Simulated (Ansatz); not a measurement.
# C5ClO5Re: one species, many methods

An exercise on one series of results from a longer session: the logs are not shown, and one member is left open.

Program: Ansatz 0.2.0, Gaussian basis. Level of theory: functionals in def2-TZVPP, the program's frozen cores in correlated methods. These are calculated values, not measurements.

The runs, in order: LDA (SPW92), PBE-D4, revPBE-D4, BLYP-D4, r2SCAN-D4, B97M-V, PBE0-D4, B3LYP-D4, r2SCANh-D4, r2SCAN0-D4, HSE06-D4, BHLYP-D4, CAM-B3LYP-D4, LC-ωPBE, ωB97X-V, ωB97M-V, B2PLYP, PBE-QIDH; CCSD(T)/def2-SVP; CCSD(T)/def2-TZVPP; MP2/def2-QZVPP; extrapolation to the limit; RPA on PBE.

### The geometry

The geometry comes from an earlier relaxation with PBE0-D4 in a triple-zeta def2 set; it is a stationary point, not always the lowest conformer. Re takes the def2 core potential; no spin-orbit term is included.

SMILES `[O+]#[C][Re-5]([Cl])([C]#[O+])([C]#[O+])([C]#[O+])[C]#[O+]`, 12 atoms, charge 0, spin multiplicity 1.

Atoms are counted from 1 here; the program's logs count them from 0.

Bond lengths: O1–C2 1.144 Å, C2–Re3 1.936 Å, Re3–Cl4 2.462 Å, Re3–C5 2.013 Å, Re3–C7 2.013 Å, Re3–C9 2.013 Å, Re3–C11 2.013 Å, C5–O6 1.131 Å, C7–O8 1.131 Å, C9–O10 1.131 Å, C11–O12 1.131 Å. Angles: O1–C2–Re3 180.0°, C2–Re3–Cl4 180.0°, C2–Re3–C5 92.3°, C2–Re3–C7 92.3°, C2–Re3–C9 92.3°, C2–Re3–C11 92.3°, Cl4–Re3–C5 87.7°, Cl4–Re3–C7 87.7°, Cl4–Re3–C9 87.7°, Cl4–Re3–C11 87.7°, C5–Re3–C7 89.9°, C5–Re3–C9 89.9°, C5–Re3–C11 175.3°, C7–Re3–C9 175.3°, C7–Re3–C11 89.9°, C9–Re3–C11 89.9°, Re3–C5–O6 179.5°, Re3–C7–O8 179.5° and more.

Set-up of the first run:

in.yaml

```yaml
crystal:
  periodic: [false, false, false]
  atoms:
    - {symbol: O, position_ang: [0.709734, -0.545191, 2.801008]}
    - {symbol: C, position_ang: [0.433718, -0.333108, 1.711390]}
    - {symbol: Re, position_ang: [-0.033628, 0.025815, -0.132688]}
    - {symbol: Cl, position_ang: [-0.628332, 0.482309, -2.478204]}
    - {symbol: C, position_ang: [-1.230233, 1.559798, 0.383335]}
    - {symbol: O, position_ang: [-1.904789, 2.423331, 0.662990]}
    - {symbol: C, position_ang: [-1.610237, -1.223428, -0.062252]}
    - {symbol: O, position_ang: [-2.498288, -1.923017, -0.032946]}
    - {symbol: C, position_ang: [1.503417, 1.305404, -0.359297]}
    - {symbol: O, position_ang: [2.364082, 2.026006, -0.496827]}
    - {symbol: C, position_ang: [1.123588, -1.477745, -0.804521]}
    - {symbol: O, position_ang: [1.770968, -2.320173, -1.191998]}
basis:
  gaussian: {orbitals: def2-TZVPP}
hamiltonian: {xc: lda}
output: {orbitals: {seedname: orbitals}}
```

Launch:

```bash
> ansatz run in.yaml --threads 4 --pin off --events-out ev --progress --plain --max-ram 46080MiB --backend cuda --devices 0, --max-vram 37GiB
```

Steps of the session up to this table: LDA; PBE-D4 (GGA); revPBE-D4 (GGA); BLYP-D4 (GGA); r2SCAN-D4 (meta-GGA); B97M-V (meta-GGA); B3LYP-D4 (hybrid); r2SCANh-D4 (hybrid); r2SCAN0-D4 (hybrid); HSE06-D4 (hybrid); BHLYP-D4 (hybrid); CAM-B3LYP-D4 (range-separated); LC-ωPBE (range-separated); ωB97X-V (range-separated); ωB97M-V (range-separated); B2PLYP (double hybrid); PBE-QIDH (double hybrid).

One of the session's tables, all rows but one given; the rest of the session is left out.

It belongs to the step «Orbital energies across the functionals». 

```
  functional  HOMO (eV)  LUMO (eV)  gap (eV)
 LDA (SPW92)      -6.36      -3.68      2.67
      PBE-D4      -6.14      -3.38      2.75
   revPBE-D4      -6.05      -3.26      2.79
     BLYP-D4      -5.98      -3.25      2.73
   r2SCAN-D4      -6.42      -3.30      3.12
      B97M-V      -6.41      -3.19      3.22
     PBE0-D4      -7.28      -2.53      4.75
    B3LYP-D4      -7.06      -2.75      4.31
  r2SCANh-D4      -6.84      -2.98      3.86
  r2SCAN0-D4      -7.48      -2.49      4.99
    HSE06-D4      -6.89      -2.90      3.99
    BHLYP-D4      -8.29      -1.53      6.75
CAM-B3LYP-D4          ?          ?         ?
     LC-ωPBE      -9.60      -0.34      9.26
     ωB97X-V      -9.33      -0.38      8.95
     ωB97M-V      -9.25      -0.43      8.82
```

Q: Estimate the row for CAM-B3LYP-D4 from the others.

The run gave: HOMO (eV): -8.45; LUMO (eV): -1.46; gap (eV): 6.99. In the column «HOMO (eV)» it lies between ωB97M-V (-9.25) and BHLYP-D4 (-8.29).
